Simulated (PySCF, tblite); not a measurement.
**ClF3OSi2, a small gas-phase stand-in for a defect centre: NMR shifts, core binding energies and electronic excitations**

What NMR shifts, core binding energies and electronic excitations should one expect for `F[Si](F)(F)O[Si]Cl`? It is drawn as: twofold Si.

Programs: tblite 0.8.0 and PySCF 2.14.0. All values are calculated, for the isolated system unless a continuum is named. Atoms count from 0, parts from 1.

## (1) The system as given

7 atoms, charge 0, multiplicity 1; geometry: distance geometry start.

## (2) Relaxing the cluster with GFN2-xTB

What the job is given:

```
{"job": {"kind": "relax", "xc": "GFN2-xTB", "basis": "xTB"}, "charge": 0, "multiplicity": 1}
Si     2.004313    -0.348455    -0.004846
Cl     1.586900     1.676549     0.194415
O      0.579098    -1.318128    -0.166722
Si    -0.743795    -0.266431    -0.005935
F     -0.404077     1.083574    -0.981205
F     -2.163488    -0.940232    -0.593296
F     -0.873833     0.143392     1.637616
```

Level: GFN2-xTB geometry optimisation, gas phase.

Started as:

```sh
OMP_NUM_THREADS=1 python cluster_run.py task.json out
```

One launch serves the whole session: the jobs run in the order shown.

What it wrote:

```text
step      E/eV     max force
  0    -721.21983    4.014
  1    -721.83764    2.804
  2    -722.24457    3.419
  3    -722.45566    1.006
  4    -722.52220    0.907
  5    -722.76500    1.417
  6    -722.85342    0.812
  7    -722.90480    0.527
  8    -722.92123    0.530
  9    -722.95785    0.862
 10    -722.99487    1.044
 11    -723.03693    0.919
 12    -723.07187    0.467
 13    -723.08957    0.390
 14    -723.10379    0.365
 15    -723.11972    0.247
 16    -723.12552    0.158
 17    -723.12831    0.141
 18    -723.13092    0.117
 19    -723.13261    0.208
 20    -723.13373    0.088
 21    -723.13436    0.082
 22    -723.13503    0.101
 23    -723.13569    0.086
 24    -723.13633    0.067
 25    -723.13669    0.057
 26    -723.13685    0.034
 27    -723.13694    0.026
 28    -723.13699    0.020
 29    -723.13702    0.023
 30    -723.13707    0.023
 31    -723.13716    0.035
 32    -723.13728    0.037
 33    -723.13740    0.028
 34    -723.13746    0.023
 35    -723.13749    0.021
 36    -723.13753    0.023
 37    -723.13758    0.024
 38    -723.13763    0.017
 39    -723.13765    0.010
 40    -723.13766    0.008
 41    -723.13767    0.009
 42    -723.13769    0.014
 43    -723.13772    0.016
 44    -723.13774    0.010
 45    -723.13774    0.003
```

Wall time 0.91 s (1 thread of Intel Xeon 6975P-C, shared host).

Step by step: (not every step is listed)

| step | energy from step 0 (eV) | largest force (eV/Å) |
| --- | --- | --- |
| 0 | 0.0000 | 4.0143 |
| 1 | -0.6178 | 2.8037 |
| 2 | -1.0247 | 3.4184 |
| 3 | -1.2358 | 1.0059 |
| 4 | -1.3024 | 0.9071 |
| 5 | -1.5452 | 1.4169 |
| 6 | -1.6336 | 0.8121 |
| 7 | -1.6850 | 0.5267 |
| 8 | -1.7014 | 0.5297 |
| 11 | -1.8171 | 0.9186 |
| 14 | -1.8840 | 0.3649 |
| 17 | -1.9085 | 0.1408 |
| 20 | -1.9139 | 0.0879 |
| 23 | -1.9159 | 0.0865 |
| 26 | -1.9170 | 0.0340 |
| 29 | -1.9172 | 0.0233 |
| 32 | -1.9175 | 0.0366 |
| 35 | -1.9177 | 0.0207 |
| 38 | -1.9178 | 0.0167 |
| 40 | -1.9178 | 0.0083 |
| 41 | -1.9178 | 0.0092 |
| 42 | -1.9179 | 0.0136 |
| 43 | -1.9179 | 0.0162 |
| 44 | -1.9179 | 0.0103 |
| 45 | -1.9179 | 0.0032 |

Distances of close pairs at the start and the end, largest changes first:

| bond | before (Å) | after (Å) | change (Å) |
| --- | --- | --- | --- |
| Si3–F4 | 1.700 | 1.577 | -0.122 |
| Si3–F6 | 1.699 | 1.577 | -0.121 |
| O2–Si3 | 1.698 | 1.580 | -0.117 |
| Si3–F5 | 1.678 | 1.575 | -0.103 |
| Si0–O2 | 1.731 | 1.645 | -0.087 |
| Si0–Cl1 | 2.077 | 2.027 | -0.050 |

## (3) Relaxing the molecule at PBE0-D3(BJ)/def2-SVP

What the job is given:

```
{"job": {"xc": "PBE0", "basis": "def2-SVP", "d3": "d3bj", "grid": 2, "kind": "geom", "shake": 0.01}, "charge": 0, "multiplicity": 1}
Si     2.249447    -0.557157    -0.095549
Cl     2.493596     1.392190     0.462399
O      0.568619    -0.635926    -0.177688
Si    -0.885951    -0.169005    -0.075385
F     -1.240078     1.020332    -1.057807
F     -1.860082    -1.370277    -0.466371
F     -1.294933     0.285839     1.387553
```

What it wrote:

```text
step   0  E = -1412.86030798  max force = 0.078171
step   1  E = -1412.86744422  max force = 0.011071
step   2  E = -1412.86796637  max force = 0.005169
step   3  E = -1412.86809655  max force = 0.001323
step   4  E = -1412.86812521  max force = 0.001062
step   5  E = -1412.86818456  max force = 0.003366
step   6  E = -1412.86824075  max force = 0.004214
step   7  E = -1412.86831037  max force = 0.002625
step   8  E = -1412.86835663  max force = 0.000685
step   9  E = -1412.86836660  max force = 0.000707
step  10  E = -1412.86835842  max force = 0.002253
step  11  E = -1412.86838406  max force = 0.001734
step  12  E = -1412.86841793  max force = 0.000783
step  13  E = -1412.86842191  max force = 0.000416
optimisation converged
```

Run time: 59 s. Hardware: 1 thread of Intel Xeon 6975P-C, shared host; peak memory 0.55 GiB.

The steps of the relaxation:

| step | energy from step 0 (eV) | largest force component (eV/Å) |
| --- | --- | --- |
| 0 | 0.0000 | 4.0197 |
| 1 | -0.1942 | 0.5693 |
| 2 | -0.2084 | 0.2658 |
| 3 | -0.2119 | 0.0680 |
| 4 | -0.2127 | 0.0546 |
| 5 | -0.2143 | 0.1731 |
| 6 | -0.2159 | 0.2167 |
| 7 | -0.2178 | 0.1350 |
| 8 | -0.2190 | 0.0352 |
| 9 | -0.2193 | 0.0364 |
| 10 | -0.2191 | 0.1159 |
| 11 | -0.2198 | 0.0892 |
| 12 | -0.2207 | 0.0403 |
| 13 | -0.2208 | 0.0214 |

Distances of close pairs at the start and the end, largest changes first:

| bond | before (Å) | after (Å) | change (Å) |
| --- | --- | --- | --- |
| O2–Si3 | 1.531 | 1.627 | +0.096 |
| Si0–Cl1 | 2.042 | 2.103 | +0.061 |
| Si0–O2 | 1.685 | 1.674 | -0.010 |
| Si3–F4 | 1.583 | 1.592 | +0.009 |
| Si3–F6 | 1.586 | 1.591 | +0.006 |
| Si3–F5 | 1.595 | 1.591 | -0.004 |

The end geometry stands in the next job.

| at the end point | value |
| --- | --- |
| point group (found at 0.08 Å tolerance) | Cs |
| rotational constants (GHz, main isotopes) | 2.667, 0.902, 0.812 |
| dipole moment (D) | 1.69 |

## (4) Shielding tensors: PBE0/pcSseg-2

What the job is given:

```
{"job": {"kind": "nmr", "xc": "PBE0", "basis": "pcSseg-2"}, "charge": 0, "multiplicity": 1}
Si     2.343764    -0.117104    -0.241864
Cl     2.076992     1.852615     0.446331
O      0.749317    -0.619582    -0.333129
Si    -0.828715    -0.267178    -0.153182
F     -1.245579     0.967034    -1.067433
F     -1.702282    -1.525949    -0.581272
F     -1.169146     0.081002     1.361765
```

Method: GIAO PBE0/pcSseg-2 NMR shielding, non-relativistic, gas phase.

What it wrote:

```text
coarse grid: 9216 points
cycle   1  E = -1413.5298732168  dE =  7.735e-01  |g| = 1.117e+00  |ddm| = 2.447e+00
cycle   2  E = -1413.2702096191  dE =  2.597e-01  |g| = 1.682e+00  |ddm| = 1.306e+00
cycle   3  E = -1413.7276052945  dE = -4.574e-01  |g| = 1.553e-01  |ddm| = 7.775e-01
cycle   4  E = -1413.7316301487  dE = -4.025e-03  |g| = 7.125e-02  |ddm| = 1.204e-01
cycle   5  E = -1413.7324308718  dE = -8.007e-04  |g| = 1.091e-02  |ddm| = 3.341e-02
cycle   6  E = -1413.7324502900  dE = -1.942e-05  |g| = 2.900e-03  |ddm| = 9.276e-03
cycle   7  E = -1413.7324514656  dE = -1.176e-06  |g| = 7.687e-04  |ddm| = 2.302e-03
final grid: 81624 points
cycle   8  E = -1413.7362335823  dE = -5.718e-05  |g| = 7.170e-03  |ddm| = 1.442e-02
cycle   9  E = -1413.7362213628  dE =  1.222e-05  |g| = 1.034e-02  |ddm| = 7.788e-03
cycle  10  E = -1413.7362398837  dE = -1.852e-05  |g| = 1.450e-03  |ddm| = 5.427e-03
cycle  11  E = -1413.7362402165  dE = -3.328e-07  |g| = 2.417e-04  |ddm| = 6.937e-04
cycle  12  E = -1413.7362402291  dE = -1.264e-08  |g| = 6.812e-05  |ddm| = 2.658e-04
cycle  13  E = -1413.7362402300  dE = -8.959e-10  |g| = 1.799e-05  |ddm| = 5.705e-05
converged SCF energy = -1413.7362402300

GIAO shielding tensors (ppm)
atom      isotropic    diamagn.    paramagn.     s11        s22        s33       span
  0 Si     209.354     873.581    -664.226   -103.846    282.558    449.351    553.197
  1 Cl     472.044    1149.394    -677.349    -95.038    559.208    951.963   1047.001
  2 O      111.915     397.277    -285.361    -41.350    178.845    198.252    239.602
  3 Si     452.155     874.383    -422.228    441.389    453.192    461.885     20.496
  4 F      332.416     466.509    -134.093    290.366    296.426    410.457    120.090
  5 F      337.537     464.942    -127.404    293.218    300.194    419.200    125.982
  6 F      332.843     466.806    -133.964    290.885    296.786    410.858    119.973
```

Run time: 25 s. Hardware: 1 thread of Intel Xeon 6975P-C, shared host; peak memory 1.1 GiB.

Shifts follow as δ = σ(reference) − σ, with reference shieldings (ppm) from runs at the same level and on the same kind of geometry: 29Si TMS 341.3, 19F CFCl3 175.8, 17O H2O 328.2, 35Cl HCl 941. The references are single molecules in the gas phase, so shifts against H2O, NH3, PH3, H3PO4 or CFCl3 are not on the usual liquid scales and can be off by tens of ppm.

| atoms | environment | σ (ppm) | δ (ppm) |
| --- | --- | --- | --- |
| Si0 | silicon bonded to Cl, O | 209.4 | 131.9 |
| Si3 | silicon bonded to 3 F, O | 452.2 | -110.9 |
| Cl1 | chlorine bonded to Si | 472 | 469 |
| O2 | oxygen bonded to 2 Si | 111.9 | 216.2 |
| F4 | fluorine bonded to Si | 332.4 | -156.6 |
| F6 | fluorine bonded to Si | 332.8 | -157.0 |
| F5 | fluorine bonded to Si | 337.5 | -161.7 |

The run also stored atomic charges by several schemes (e):

| atoms | Mulliken | IAO | Hirshfeld | ESP fit |
| --- | --- | --- | --- | --- |
| Si0 | 0.65 | 0.75 | 0.36 | 0.22 |
| Cl1 | -0.30 | -0.30 | -0.14 | -0.13 |
| O2 | -0.68 | -0.85 | -0.32 | -0.32 |
| Si3 | 1.46 | 1.95 | 0.65 | 1.25 |
| F4 | -0.38 | -0.52 | -0.18 | -0.33 |
| F5 | -0.38 | -0.52 | -0.18 | -0.36 |
| F6 | -0.38 | -0.52 | -0.18 | -0.33 |

Mayer bond orders: Si0–Cl1 1.01, Si0–O2 0.84, O2–Si3 1.00, Si3–F4 1.01, Si3–F5 1.01, Si3–F6 1.01.

## (5) X-ray photoelectron lines: SCAN, X2C

Settings changed since step 4:

```diff
@@ -1,2 +1,2 @@
-{"job": {"kind": "nmr", "xc": "PBE0", "basis": "pcSseg-2"}, "charge": 0, "multiplicity": 1}
+{"job": {"kind": "xps", "holes": 5}, "charge": 0, "multiplicity": 1}
 Si     2.343764    -0.117104    -0.241864
```

With the program's defaults for keys left out, this is: delta-SCF UKS SCAN, pcX-2 on the ionised atom, pcseg-1 elsewhere, spin-free X2C.

What it wrote:

```text
ground state, core basis on atom 0 (Si), 152 functions
  cycle   1  E = -1416.66516405  |g| = 1.04e+00
  cycle   2  E = -1416.17435066  |g| = 1.92e+00
  cycle   3  E = -1416.84659170  |g| = 2.57e-01
  cycle   4  E = -1416.85978818  |g| = 8.72e-02
  cycle   5  E = -1416.86108457  |g| = 2.36e-02
  cycle   6  E = -1416.86121289  |g| = 4.71e-03
  cycle   7  E = -1416.86121675  |g| = 2.80e-03
  cycle   8  E = -1416.86121511  |g| = 6.08e-04
  cycle   9  E = -1416.86121787  |g| = 1.52e-04
  E(ground) = -1416.87926555 Eh
hole in Si 2p of atom 0
  cycle   1  E = -1412.50537895  |g| = 1.22e+00
  cycle   2  E = -1410.53204010  |g| = 1.85e+00
  cycle   3  E = -1412.44763615  |g| = 8.98e-01
  cycle   4  E = -1412.79091112  |g| = 1.80e-01
  cycle   5  E = -1412.76857162  |g| = 3.19e-01
  cycle   6  E = -1412.81460053  |g| = 5.28e-02
  cycle   7  E = -1412.81552218  |g| = 1.83e-02
  cycle   8  E = -1412.81556372  |g| = 1.21e-02
  cycle   9  E = -1412.81566169  |g| = 3.12e-03
  cycle  10  E = -1412.81567008  |g| = 6.14e-04
  cycle  11  E = -1412.81567068  |g| = 4.71e-04
  E(ion) = -1412.84468858 Eh   <S^2> = 0.7562   hole on atom = 1.003   binding energy = 109.786 eV
  2p3/2 = 109.492 eV   2p1/2 = 110.126 eV
ground state, core basis on atom 1 (Cl), 152 functions
  cycle   1  E = -1416.94473052  |g| = 4.85e-01
  cycle   2  E = -1416.94458380  |g| = 5.78e-02
  cycle   3  E = -1416.94348680  |g| = 8.86e-02
  cycle   4  E = -1416.94516747  |g| = 1.62e-02
  cycle   5  E = -1416.94519916  |g| = 7.17e-03
  cycle   6  E = -1416.94520978  |g| = 1.39e-03
  cycle   7  E = -1416.94521308  |g| = 2.27e-04
  E(ground) = -1416.98680917 Eh
hole in Cl 2p of atom 1
  cycle   1  E = -1408.86349988  |g| = 1.71e+00
  cycle   2  E = -1408.89957929  |g| = 1.24e+00
  cycle   3  E = -1409.28726246  |g| = 3.19e-01
  cycle   4  E = -1409.30371339  |g| = 2.80e-01
  cycle   5  E = -1409.33356248  |g| = 5.86e-02
  cycle   6  E = -1409.33529946  |g| = 1.56e-02
  cycle   7  E = -1409.33537175  |g| = 8.30e-03
  cycle   8  E = -1409.33539342  |g| = 1.90e-03
  cycle   9  E = -1409.33539477  |g| = 4.81e-04
  E(ion) = -1409.38698577 Eh   <S^2> = 0.7525   hole on atom = 1.001   binding energy = 206.802 eV
  2p3/2 = 206.227 eV   2p1/2 = 207.880 eV
ground state, core basis on atom 2 (O), 141 functions
  cycle   1  E = -1416.79572003  |g| = 1.17e-01
  cycle   2  E = -1416.79142938  |g| = 1.70e-01
  cycle   3  E = -1416.79639369  |g| = 4.84e-02
  cycle   4  E = -1416.79680954  |g| = 5.81e-03
  cycle   5  E = -1416.79681897  |g| = 1.99e-03
  cycle   6  E = -1416.79681935  |g| = 2.56e-04
  E(ground) = -1416.85248739 Eh
hole in O 1s of atom 2
  cycle   1  E = -1396.13315096  |g| = 2.23e+00
  cycle   2  E = -1395.41951223  |g| = 2.32e+00
  cycle   3  E = -1396.80967950  |g| = 5.73e-01
  cycle   4  E = -1396.79031884  |g| = 5.34e-01
  cycle   5  E = -1396.96160638  |g| = 9.58e-02
  cycle   6  E = -1396.96507866  |g| = 6.77e-02
  cycle   7  E = -1396.96736181  |g| = 8.56e-03
  cycle   8  E = -1396.96739254  |g| = 2.07e-03
  cycle   9  E = -1396.96739626  |g| = 8.75e-04
  cycle  10  E = -1396.96739785  |g| = 6.83e-04
  cycle  11  E = -1396.96739626  |g| = 1.62e-04
  E(ion) = -1397.02527027 Eh   <S^2> = 0.7630   hole on atom = 1.000   binding energy = 539.526 eV
ground state, core basis on atom 3 (Si), 152 functions
  cycle   1  E = -1416.89358699  |g| = 3.24e-01
  cycle   2  E = -1416.88586960  |g| = 2.57e-01
  cycle   3  E = -1416.89039985  |g| = 1.91e-01
  cycle   4  E = -1416.89717861  |g| = 4.22e-02
  cycle   5  E = -1416.89752668  |g| = 1.01e-02
  cycle   6  E = -1416.89754198  |g| = 9.24e-04
  cycle   7  E = -1416.89754108  |g| = 2.79e-04
  E(ground) = -1416.91388192 Eh
hole in Si 2p of atom 3
  cycle   1  E = -1412.50115251  |g| = 1.24e+00
  cycle   2  E = -1411.81461557  |g| = 1.46e+00
  cycle   3  E = -1412.68434186  |g| = 4.42e-01
  cycle   4  E = -1412.79239274  |g| = 1.16e-01
  cycle   5  E = -1412.79094477  |g| = 1.35e-01
  cycle   6  E = -1412.79735556  |g| = 2.05e-02
  cycle   7  E = -1412.79748383  |g| = 1.30e-02
  cycle   8  E = -1412.79756607  |g| = 2.79e-03
  cycle   9  E = -1412.79757137  |g| = 9.25e-04
  cycle  10  E = -1412.79757271  |g| = 3.89e-04
  E(ion) = -1412.82802562 Eh   <S^2> = 0.7513   hole on atom = 1.003   binding energy = 111.182 eV
  2p3/2 = 110.982 eV   2p1/2 = 111.608 eV
ground state, core basis on atom 4 (F), 141 functions
  cycle   1  E = -1416.80643470  |g| = 1.30e-01
  cycle   2  E = -1416.80546335  |g| = 1.05e-01
  cycle   3  E = -1416.80642720  |g| = 6.63e-02
  cycle   4  E = -1416.80704720  |g| = 8.64e-03
  cycle   5  E = -1416.80706219  |g| = 3.33e-03
  cycle   6  E = -1416.80706362  |g| = 5.79e-04
  cycle   7  E = -1416.80706111  |g| = 2.15e-04
  E(ground) = -1416.86831468 Eh
hole in F 1s of atom 4
  cycle   1  E = -1390.42033810  |g| = 2.58e+00
  cycle   2  E = -1389.73767984  |g| = 2.30e+00
  cycle   3  E = -1391.13747715  |g| = 5.41e-01
  cycle   4  E = -1391.27054907  |g| = 2.48e-01
  cycle   5  E = -1391.29487827  |g| = 1.42e-01
  cycle   6  E = -1391.30159075  |g| = 4.55e-02
  cycle   7  E = -1391.30228772  |g| = 1.49e-02
  cycle   8  E = -1391.30240491  |g| = 4.28e-03
  cycle   9  E = -1391.30241778  |g| = 1.03e-03
  cycle  10  E = -1391.30241720  |g| = 4.83e-04
  E(ion) = -1391.37149153 Eh   <S^2> = 0.7566   hole on atom = 1.000   binding energy = 693.804 eV
```

It took 14 s on 1 thread of Intel Xeon 6975P-C, shared host; peak memory 0.51 GiB.

Binding energies by hole, beside the orbital energy of the ground state; the difference holds orbital relaxation and, for a density functional, its self-interaction error:

| hole | stands for | environment | ΔSCF (eV; 2p as the shell's mean) | −ε (eV) | ⟨S²⟩ |
| --- | --- | --- | --- | --- | --- |
| Si2p on Si0 | Si0 | silicon bonded to Cl, O | 109.70 | 98.5 | 0.756 |
| Cl2p on Cl1 | Cl1 | chlorine bonded to Si | 206.78 | 193.9 | 0.752 |
| O1s on O2 | O2 | oxygen bonded to 2 Si | 539.53 | 518.3 | 0.763 |
| Si2p on Si3 | Si3 | silicon bonded to 3 F, O | 111.19 | 99.7 | 0.751 |
| F1s on F4 | F4 | fluorine bonded to Si | 693.80 | 667.6 | 0.757 |

With the spin-orbit splitting: Si0 2p3/2 109.49, 2p1/2 110.13 eV; Cl1 2p3/2 206.23, 2p1/2 207.88 eV; Si3 2p3/2 110.98, 2p1/2 111.61 eV. The table gives each 2p level as the mean over the whole 2p shell (two parts 2p3/2, one part 2p1/2), which differs a little from the single hole in the log.

## (6) Excited states and response: CAM-B3LYP/def2-SVPD

Settings changed since step 5:

```diff
@@ -1,2 +1,2 @@
-{"job": {"kind": "xps", "holes": 5}, "charge": 0, "multiplicity": 1}
+{"job": {"kind": "uv", "xc": "CAM-B3LYP", "basis": "def2-SVPD", "nstates": 6, "ntriplets": 2, "ip": true}, "charge": 0, "multiplicity": 1}
 Si     2.343764    -0.117104    -0.241864
```

Method: TDDFT CAM-B3LYP/def2-SVPD, vertical, gas phase, core orbitals frozen in the response.

What it wrote:

```text
coarse grid: 9216 points
cycle   1  E = -1413.2442769946  dE =  7.079e-01  |g| = 1.015e+00  |ddm| = 4.429e+00
cycle   2  E = -1413.1675228453  dE =  7.675e-02  |g| = 1.263e+00  |ddm| = 3.416e+00
cycle   3  E = -1413.4373850566  dE = -2.699e-01  |g| = 9.705e-02  |ddm| = 1.217e+00
cycle   4  E = -1413.4390509674  dE = -1.666e-03  |g| = 4.665e-02  |ddm| = 2.044e-01
cycle   5  E = -1413.4394536801  dE = -4.027e-04  |g| = 1.096e-02  |ddm| = 4.314e-02
cycle   6  E = -1413.4394766263  dE = -2.295e-05  |g| = 2.888e-03  |ddm| = 2.400e-02
cycle   7  E = -1413.4394788609  dE = -2.235e-06  |g| = 6.361e-04  |ddm| = 6.633e-03
final grid: 81624 points
cycle   8  E = -1413.6083702193  dE = -9.169e-06  |g| = 2.397e-03  |ddm| = 2.113e-02
cycle   9  E = -1413.6083700676  dE =  1.517e-07  |g| = 2.694e-03  |ddm| = 3.904e-03
cycle  10  E = -1413.6083712061  dE = -1.138e-06  |g| = 1.624e-04  |ddm| = 2.249e-03
cycle  11  E = -1413.6083712111  dE = -5.018e-09  |g| = 6.717e-05  |ddm| = 3.142e-04
cycle  12  E = -1413.6083712121  dE = -1.025e-09  |g| = 2.451e-05  |ddm| = 1.035e-04
cycle  13  E = -1413.6083712122  dE = -1.282e-10  |g| = 7.672e-06  |ddm| = 3.225e-05
converged SCF energy = -1413.6083712122

Static polarisability (au): isotropic 65.018, principal 54.879 67.027 73.146

Singlet excitations
state   eV       nm        f      main configurations
  1   4.5415    273.0   0.05451   H->L 0.98
  2   5.7078    217.2   0.00088   H-1->L 0.99
  3   6.3672    194.7   0.00572   H-2->L 0.88
  4   7.1582    173.2   0.20224   H->L+1 0.75
  5   7.5488    164.2   0.46846   H->L+2 0.67, H->L+3 0.19
  6   7.6763    161.5   0.01795   H-3->L 0.94

Triplet excitations (Tamm-Dancoff, eV): 2.7314 5.4896
Vertical ionisation energy (delta-SCF) = 10.5968 eV
Vertical electron affinity (delta-SCF) = 0.8996 eV
```

Run time: 34 s. Hardware: 1 thread of Intel Xeon 6975P-C, shared host; peak memory 0.9 GiB.

The orbitals next to the gap, with their largest atomic shares:

| orbital | eV | atoms |
| --- | --- | --- |
| HOMO−3 | -13.19 | O2 48 %, Cl1 19 %, Si0 15 % |
| HOMO−2 | -11.41 | Cl1 85 %, Si0 9 %, O2 5 % |
| HOMO−1 | -11.16 | Cl1 80 %, O2 13 %, Si0 5 % |
| HOMO | -9.55 | Si0 57 %, Cl1 28 %, O2 13 % |
| LUMO | -1.71 | Si0 66 %, O2 17 %, Cl1 16 % |
| LUMO+1 | 0.38 | Si3 36 %, Si0 23 %, O2 14 % |
| LUMO+2 | 0.79 | Si0 44 %, Cl1 32 %, O2 13 % |

With each of the 6 states as a Gaussian band of 0.4 eV half-width at 1/e, the curve within the window shown has maxima at 273 nm (ε 2,200), 165 nm (ε 23,000) L/(mol cm). Beyond the last state computed it falls off for lack of states. The curve at chosen wavelengths:

| nm | ε (L/mol/cm) |
| --- | --- |
| 155 | 6592 |
| 161 | 19259 |
| 168 | 21933 |
| 174 | 13779 |
| 180 | 6029 |
| 187 | 1531 |
| 193 | 483 |
| 200 | 219 |
| 206 | 125 |
| 212 | 72 |
| 219 | 45 |
| 225 | 36 |
| 231 | 51 |
| 238 | 154 |
| 244 | 383 |
| 250 | 776 |
| 257 | 1378 |
| 263 | 1862 |
| 269 | 2158 |
| 276 | 2164 |
| 282 | 1911 |
| 289 | 1456 |
| 295 | 1049 |
| 301 | 701 |
| 308 | 403 |
| 314 | 235 |

Further results of this job:

| property | computed |
| --- | --- |
| dipole moment (D) | 1.91 |
| polarisability (Å³) | 9.63 |
| HOMO–LUMO gap (eV) | 7.84 |
| −ε(HOMO) (eV) | 9.55 |

## (7) What came out

| quantity | value |
| --- | --- |
| point group | Cs |
| rotational constants (main isotopes) | 2.67, 0.90, 0.81 GHz |
| 29Si shifts against TMS (PBE0/pcSseg-2) | 131.9, -110.9 ppm |
| 35Cl shifts against HCl (PBE0/pcSseg-2) | 469 ppm |
| 17O shifts against H2O (PBE0/pcSseg-2) | 216.2 ppm |
| 19F shifts against CFCl3 (PBE0/pcSseg-2) | -156.6, -157.0, -161.7 ppm |
| Si2p binding energies, SCAN/pcX-2 | Si3 111.19, Si0 109.70 eV |
| Cl2p binding energies, SCAN/pcX-2 | Cl1 206.78 eV |
| O1s binding energies, SCAN/pcX-2 | O2 539.53 eV |
| F1s binding energies, SCAN/pcX-2 (standing for 1 of 3 atoms) | F4 693.80 eV |
| lowest singlet (CAM-B3LYP/def2-SVPD) | 4.54 eV (273 nm), f = 0.055 |
| brightest single state of those computed | state 5, 7.55 eV, f = 0.468 |
| lowest triplet | 2.73 eV |
| vertical ionisation energy (ΔSCF) | 10.60 eV |
| vertical electron affinity (ΔSCF) | 0.90 eV |

**Reading.** The start of the PBE0/def2-SVP relaxation was shaken at random by about 0.01 Å, so part of the energy gained, and of the first lengths quoted, undoes that. The optimisation took 13 steps and gained 0.221 eV; among the close pairs (by a distance rule), O2–Si3 changed most, from 1.531 to 1.627 Å (PBE0/def2-SVP). No frequency check was run at this level, so the end point may be a saddle. At PBE0/pcSseg-2: Shielding is most anisotropic at Cl1 (span 1047 ppm, paramagnetic term -677 ppm). At SCAN/pcX-2: The Si2p levels kept as sound span 1.49 eV, from Si0 (silicon bonded to Cl, O) up to Si3 (silicon bonded to 3 F, O). The first singlet state (HOMO→LUMO 0.98) lies at 4.54 eV and is bright; of the 6 states computed, the strongest absorption comes from state 5 at 7.55 eV. The lowest triplet lies 1.81 eV below the lowest singlet (triplets in Tamm-Dancoff, singlets in full TDDFT). ΔSCF puts the ionisation energy at 10.60 eV, 1.05 eV above −ε(HOMO).
